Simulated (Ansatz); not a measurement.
# SiH₃Se radical: one species, many methods

How much do the methods differ for SiH₃Se radical? The plan is to run it at one geometry with functionals of several rungs and with coupled cluster, and see how far each lands from CCSD(T) at the basis-set limit for the atomisation energy.

Method: functionals in def2-TZVPP, the program's frozen cores in correlated methods; program: Ansatz 0.2.0, Gaussian basis.

Levels to be run: LDA (SPW92), PBE-D4, revPBE-D4, BLYP-D4, r2SCAN-D4, B97M-V, PBE0-D4, B3LYP-D4, r2SCANh-D4, r2SCAN0-D4, HSE06-D4, BHLYP-D4, CAM-B3LYP-D4, LC-ωPBE, ωB97X-V, ωB97M-V, B2PLYP, PBE-QIDH; CCSD(T)/def2-SVP; CCSD(T)/def2-TZVPP; MP2/def2-QZVPP; extrapolation to the limit; RPA on PBE.

## Step 1: The geometry

An earlier PBE0-D4 in a triple-zeta def2 set relaxation fixed the geometry.

5 atoms, charge 0, spin multiplicity 2.

Atoms are counted from 1 here; the program's logs count them from 0.

Bond lengths: Si1–Se2 2.272 Å, Si1–H3 1.492 Å, Si1–H4 1.489 Å, Se2–H5 1.469 Å. Angles: Se2–Si1–H3 111.1°, Se2–Si1–H4 104.9°, H3–Si1–H4 110.2°, Si1–Se2–H5 93.1°.

## Step 2: LDA

This LDA is Slater exchange with PW92 correlation.

Input file in.yaml:

```yaml
crystal:
  periodic: [false, false, false]
  atoms:
    - {symbol: Si, position_ang: [0.060900, -0.791764, 0.205826]}
    - {symbol: Se, position_ang: [0.776601, 1.182361, -0.661886]}
    - {symbol: H, position_ang: [-1.304329, -0.656182, 0.791614]}
    - {symbol: H, position_ang: [0.034170, -1.731364, -0.948825]}
    - {symbol: H, position_ang: [0.482557, 1.923348, 0.571971]}
basis:
  gaussian: {orbitals: def2-TZVPP}
magnetization: {spin_polarized: true, initial_magnetization: 1}
hamiltonian: {xc: lda}
output: {orbitals: {seedname: orbitals}}
```

After this run come: PBE-D4 (GGA); revPBE-D4 (GGA); BLYP-D4 (GGA); r2SCAN-D4 (meta-GGA); B97M-V (meta-GGA); PBE0-D4 (hybrid); B3LYP-D4 (hybrid); r2SCANh-D4 (hybrid); r2SCAN0-D4 (hybrid); HSE06-D4 (hybrid); BHLYP-D4 (hybrid); CAM-B3LYP-D4 (range-separated); LC-ωPBE-D4 (range-separated); ωB97X-V (range-separated); ωB97M-V (range-separated); B2PLYP (double hybrid); PBE-QIDH (double hybrid); CCSD(T) in def2-SVP; CCSD(T) in def2-TZVPP; MP2 in def2-QZVPP; RPA on PBE orbitals.

**Question.** What will the summary of the whole plan be? Wanted: atomisation energy, CCSD(T)/CBS; farthest beyond LDA; mean size of error, GGA; mean size of error, meta-GGA; mean size of error, hybrid; mean size of error, range-separated; mean size of error, double hybrid; gap, smallest and largest; T1 diagnostic.

As calculated:

| quantity | value |
| --- | --- |
| atomisation energy, CCSD(T)/CBS | 1241.2 kJ/mol |
| functionals within 12.4 kJ/mol (1.0 %) | PBE-D4, BLYP-D4, r2SCAN-D4, B97M-V, B3LYP-D4, r2SCANh-D4, r2SCAN0-D4, CAM-B3LYP-D4, ωB97X-V |
| farthest beyond LDA | LC-ωPBE (-34.9 kJ/mol) |
| mean size of error, GGA | 11.4 kJ/mol |
| mean size of error, meta-GGA | 8.4 kJ/mol |
| mean size of error, hybrid | 10.7 kJ/mol |
| mean size of error, range-separated | 15.8 kJ/mol |
| mean size of error, double hybrid | 24.8 kJ/mol |
| gap, smallest and largest | 0.99 eV (LDA (SPW92)), 8.17 eV (LC-ωPBE) |
| T1 diagnostic | 0.0137 |
| triples share of the correlation energy | 3.5 % |

**Reading.** LDA overbinds by 160.3 kJ/mol (13 %). PBE-D4 is off by -1.4 kJ/mol. Double hybrids carry the basis error of their MP2 part in triple zeta, and no dispersion term here, so their miss is partly the set-up's. The rungs meta-GGA, hybrid, GGA miss on average by less than the doubt on the reference (12.4 kJ/mol), so they tie. Misses under about 12.4 kJ/mol are within the doubt on the reference itself, which lacks core-valence correlation, relativity and higher excitations, and its outer-core shells are covered unevenly. All levels share the lack of spin-orbit coupling, which lowers the free heavy atoms and so the true binding. Hartree-Fock recovers 72 % of the binding; the rest is correlation. CCSD(T) in def2-SVP is off by -108.8 kJ/mol, more than most functionals: a good method in a small basis is no reference. The gap grows from 1.0 to 8.2 eV across the functionals, mostly with the share of exact exchange. Correlated methods include outer-core shells of Se, which these sets cover unevenly.
